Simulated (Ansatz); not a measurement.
K2NaMoBr6, space group Fm-3m, a relaxation of cell and ions

Program: Ansatz 0.2.0 through its Python package.

The cells in order, each with its output:

```python
import warnings

import ansatz as az
from ase import Atoms
from ase.data import atomic_numbers
from ase.io import write
import numpy as np
import spglib
```

```python
KGRID = (4, 4, 4)
SMEARING = "fermi_dirac"
SIGMA = 0.1
```

```python
def edges_and_angles(cell):
    cell = np.asarray(cell)
    a, b, c = np.linalg.norm(cell, axis=1)
    cosines = cell[1] @ cell[2] / (b * c), cell[0] @ cell[2] / (a * c), cell[0] @ cell[1] / (a * b)
    return (a, b, c, *np.degrees(np.arccos(cosines)))
```

```python
warnings.simplefilter("ignore", az.DeckWarning)

k2namobr6 = (
    az.Lattice.fcc(10.987312)
    .space_group(225)
    .atom("K", (0.25, 0.25, 0.75))
    .atom("Na", (0.5, 0.0, 0.0))
    .atom("Mo", (0.0, 0.0, 0.0))
    .atom("Br", (0.237217, 0.0, 0.0))
    .primitive()
)
```

```python
k2namobr6.resolved().tree()["lattice"]
```

    ((6.727788236016651e-16, 5.493656, 5.493656), (5.493656, 3.3638941180083257e-16, 5.493656),
     (5.493656, 5.493656, 0.0))

```python
# part of the cell is held
job = (
    k2namobr6.calculation()
    .kpoints(*KGRID)
    .occupations(SMEARING, width=SIGMA)
    .functional(az.Functional.R2SCAN)
    .relax(max_steps=60, fix_cell=["a", "angles"])
    .band_table()
)
steps = []
```

```python
def collect(event):
    if event["event"] == "relax_step":
        steps.append(event["data"])
```

```python
result = job.session().plan().execute(on_event=collect)
data = result.report
```

```python
[(site.symbol, site.position_frac.round(4).tolist()) for site in result.lattice.sites]
```

    [(<Element.K: 'K'>, [0.75, 0.75, 0.75]), (<Element.K: 'K'>, [0.25, 0.25, 0.25]),
     (<Element.NA: 'Na'>, [0.5, 0.5, 0.5]), (<Element.MO: 'Mo'>, [0.0, 0.0, -0.0]),
     (<Element.BR: 'Br'>, [0.7646, 0.2354, 0.2354]), (<Element.BR: 'Br'>, [0.2386, 0.2386, 0.7614]),
     (<Element.BR: 'Br'>, [0.7614, 0.7614, 0.2386]), (<Element.BR: 'Br'>, [0.2386, 0.7614, 0.2386]),
     (<Element.BR: 'Br'>, [0.7614, 0.2386, 0.7614]), (<Element.BR: 'Br'>, [0.2354, 0.7646, 0.7646])]

```python
print("step   energy (eV)     max comp. (eV/A)   P (GPa)  SCF")
for s in steps:
    print(f"{s['step']:4d} {s['lagrangian_ev']:15.5f} {s['allowed_force_max_ev_ang']:12.4f} {s['pressure_gpa']:10.3f} {s['n_scf']:5d}")
```

    step   energy (eV)     max comp. (eV/A)   P (GPa)  SCF
       1    -26311.08490       0.2147     -1.361     9
       2    -26311.13121       0.1794     -0.367     8
       3    -26311.14935       0.0125     -0.206     8
       4    -26311.14936       0.0031     -0.236     7
       5    -26311.14753       0.0032     -0.238     7

```python
first, last = steps[0], steps[-1]
symbols = [site.symbol for site in result.lattice.sites]
print(f"energy gained {first['lagrangian_ev'] - last['lagrangian_ev']:.4f} eV in {len(steps) - 1} steps")
for label, vectors in (("before", first["cell_ang"]), ("after", result.lattice.cell_ang)):
    print(label, "a b c (A) {:.4f} {:.4f} {:.4f}  angles {:.2f} {:.2f} {:.2f}".format(*edges_and_angles(vectors)), f" V = {abs(np.linalg.det(vectors)):.3f} A^3")
print("final stress xx yy zz (GPa, compression positive):", np.round(np.diag(data["stress_gpa"]), 3) + 0.0)
```

    energy gained 0.0626 eV in 4 steps
    before a b c (A) 7.7692 7.7692 7.7692  angles 60.00 60.00 60.00  V = 331.600 A^3
    after a b c (A) 7.5981 7.6841 7.6841  angles 59.26 60.37 60.37  V = 317.154 A^3
    final stress xx yy zz (GPa, compression positive): [-0.694 -0.009 -0.009]

```python
print("relaxed fractional positions")
for site in result.lattice.sites:
    print(f"  {site.symbol:2s}", " ".join(f"{v % 1:8.5f}" for v in np.round(site.position_frac, 5)))
```

    relaxed fractional positions
      K   0.75000  0.75000  0.75000
      K   0.25000  0.25000  0.25000
      Na  0.50000  0.50000  0.50000
      Mo  0.00000  0.00000  0.00000
      Br  0.76462  0.23538  0.23538
      Br  0.23859  0.23859  0.76141
      Br  0.76141  0.76141  0.23859
      Br  0.23859  0.76141  0.23859
      Br  0.76141  0.23859  0.76141
      Br  0.23538  0.76462  0.76462

```python
relaxed = Atoms(symbols, positions=[site.position_ang for site in result.lattice.sites], cell=result.lattice.cell_ang, pbc=True)
write("relaxed.cif", relaxed, format="cif")
```

```python
print("atom   start x y z (A)              end x y z (A)")
for symbol, a, b in zip(symbols, first["positions_ang"], last["positions_ang"]):
    print(f"{symbol:3s}", " ".join(f"{v:8.4f}" for v in a), "  ", " ".join(f"{v:8.4f}" for v in b))
```

    atom   start x y z (A)              end x y z (A)
    K     8.2405   8.2405   8.2405      8.2405   8.0590   8.0590
    K     2.7468   2.7468   2.7468      2.7468   2.6863   2.6863
    Na    5.4937   5.4937   5.4937      5.4937   5.3727   5.3727
    Mo    0.0000   0.0000   0.0000     -0.0000   0.0000   0.0000
    Br    2.6064   5.4937   5.4937      2.5862   5.3727   5.3727
    Br    5.4937   5.4937   2.6064      5.4937   5.3727   2.5637
    Br    5.4937   5.4937   8.3809      5.4937   5.3727   8.1816
    Br    5.4937   2.6064   5.4937      5.4937   2.5637   5.3727
    Br    5.4937   8.3809   5.4937      5.4937   8.1816   5.3727
    Br    8.3809   5.4937   5.4937      8.4011   5.3727   5.3727

```python
fractions = [site.position_frac for site in result.lattice.sites]
numbers = [atomic_numbers[s] for s in symbols]
for tolerance in (1e-3, 1e-2, 1e-1):
    print(f"space group at {tolerance} A:", spglib.get_spacegroup((result.lattice.cell_ang, fractions, numbers), symprec=tolerance))
```

    space group at 0.001 A: I4/mmm (139)
    space group at 0.01 A: I4/mmm (139)
    space group at 0.1 A: I4/mmm (139)

```python
for key in ("converged", "n_iterations", "n_electrons", "n_kpoints", "n_pw", "n_symmetry_ops", "free_energy_ev", "fermi_energy_ev"):
    print(f"{key:18s} {data[key]}")
```

    converged          True
    n_iterations       7
    n_electrons        83.0
    n_kpoints          13
    n_pw               8001
    n_symmetry_ops     16
    free_energy_ev     -26311.14753409903
    fermi_energy_ev    4.395832570576407

```python
fermi = data["fermi_energy_ev"]
print("levels less the Fermi level (eV) at the first k-points (first spin channel where there are two)")
for k, levels in list(zip(data["kpoints_frac"], data["eigenvalues_ev"]))[:3]:
    print("k = ({:.3f}, {:.3f}, {:.3f})".format(*k))
    print("   ", " ".join(f"{e - fermi:.3f}" for e in levels))
```

    levels less the Fermi level (eV) at the first k-points (first spin channel where there are two)
    k = (0.000, 0.000, 0.000)
        -63.493 -54.752 -36.869 -36.869 -36.836 -32.200 -32.200 -25.176 -25.176 -25.174 -16.411 -15.881 -15.881 -15.841 -15.823 -15.802 -14.898 -14.898 -14.898 -14.892 -14.890 -14.890 -6.149 -4.871 -4.810 -4.810 -4.772 -4.766 -4.766 -4.721 -4.672 -3.094 -3.079 -3.079 -2.710 -2.710 -2.707 -2.318 -2.318 -2.266 -0.203 -0.198 -0.198 2.490 2.578 2.587 3.735 4.131 4.472 4.533 4.927 4.965
    k = (0.000, 0.000, 0.250)
        -63.493 -54.752 -36.869 -36.869 -36.836 -32.200 -32.200 -25.176 -25.176 -25.174 -16.367 -15.941 -15.881 -15.849 -15.829 -15.809 -14.894 -14.893 -14.889 -14.888 -14.885 -14.883 -5.940 -4.961 -4.921 -4.909 -4.753 -4.700 -4.686 -4.426 -4.420 -3.303 -3.296 -3.204 -2.997 -2.762 -2.746 -2.507 -2.481 -2.409 -0.137 -0.084 -0.083 2.331 2.394 3.133 4.115 4.628 4.827 4.895 5.087 5.503
    k = (0.000, 0.000, -0.500)
        -63.493 -54.752 -36.869 -36.869 -36.836 -32.200 -32.200 -25.176 -25.176 -25.174 -16.304 -16.026 -15.880 -15.849 -15.835 -15.817 -14.889 -14.888 -14.887 -14.886 -14.875 -14.873 -5.654 -5.066 -5.031 -4.979 -4.602 -4.505 -4.499 -4.278 -4.249 -3.766 -3.556 -3.548 -2.853 -2.762 -2.746 -2.734 -2.724 -2.585 -0.098 0.012 0.014 2.208 2.256 4.139 4.249 5.096 5.534 5.603 5.646 5.674

`relaxed.cif`, as written:
```cif
data_image0
_chemical_formula_structural       K2NaMoBr6
_chemical_formula_sum              "K2 Na1 Mo1 Br6"
_cell_length_a       7.598091997621592
_cell_length_b       7.68412371376832
_cell_length_c       7.68412371376832
_cell_angle_alpha    59.26064824798675
_cell_angle_beta     60.369675876006625
_cell_angle_gamma    60.369675876006625

_space_group_name_H-M_alt    "P 1"
_space_group_IT_number       1

loop_
  _space_group_symop_operation_xyz
  'x, y, z'

loop_
  _atom_site_type_symbol
  _atom_site_label
  _atom_site_symmetry_multiplicity
  _atom_site_fract_x
  _atom_site_fract_y
  _atom_site_fract_z
  _atom_site_occupancy
  K   K1        1.0  0.7500000000000002  0.7499999999999997  0.7499999999999999  1.0000
  K   K2        1.0  0.25000000000000006  0.24999999999999997  0.24999999999999997  1.0000
  Na  Na1       1.0  0.5000000000000001  0.49999999999999994  0.49999999999999994  1.0000
  Mo  Mo1       1.0  1.3934308139911253e-19  4.3871738715844425e-20  0.0  1.0000
  Br  Br1       1.0  0.7646192764235207  0.23538072357647946  0.23538072357647946  1.0000
  Br  Br2       1.0  0.23858555805310908  0.2385855580531091  0.7614144419468909  1.0000
  Br  Br3       1.0  0.7614144419468913  0.7614144419468913  0.23858555805310877  1.0000
  Br  Br4       1.0  0.238585558053109  0.7614144419468908  0.2385855580531091  1.0000
  Br  Br5       1.0  0.7614144419468913  0.23858555805310877  0.7614144419468912  1.0000
  Br  Br6       1.0  0.23538072357647957  0.7646192764235203  0.7646192764235205  1.0000
```

What to keep in mind:
- Total energies depend on the potentials; only differences at equal settings carry meaning. A total without «per atom» is that of the cell as typed.
- The cell holds an odd number of electrons and is run without spin, so a magnetic state may lie lower.
- The computed bands are complete only to about 5.0 eV above the Fermi level.
- Part of the cell is held or a pressure is applied, so the end point needn't be the zero-pressure lattice.
- The mesh is modest for a metal, so energies can be off by several to tens of meV an atom and pressures by half a GPa or more; differences at equal mesh fare better.
- An absolute Fermi energy rests on an arbitrary zero of the periodic potential and has no direct meaning.
- Energies along a relaxation are free energies. Rows at an unchanged volume are solved on a plane-wave basis chosen afresh for that cell, so the energy jumps there and such rows are no steps of the walk.
- Edges and angles are those of the cell as typed, here a primitive one, not of the conventional cell.
- The cell relaxed to the group I4/mmm; tensors and edges are in the axes of the typed cell.
- This cell is a computed structure, which may not be the phase found in nature.
- Gaps and levels are Kohn-Sham values on a finite set of k-points, without spin-orbit coupling.
- The script silences the warnings on its input, which a real study should read.
- Run time: 5.7 min on 1 thread of Arm Neoverse N1, with other jobs on the host, peak memory 1.7 GiB.
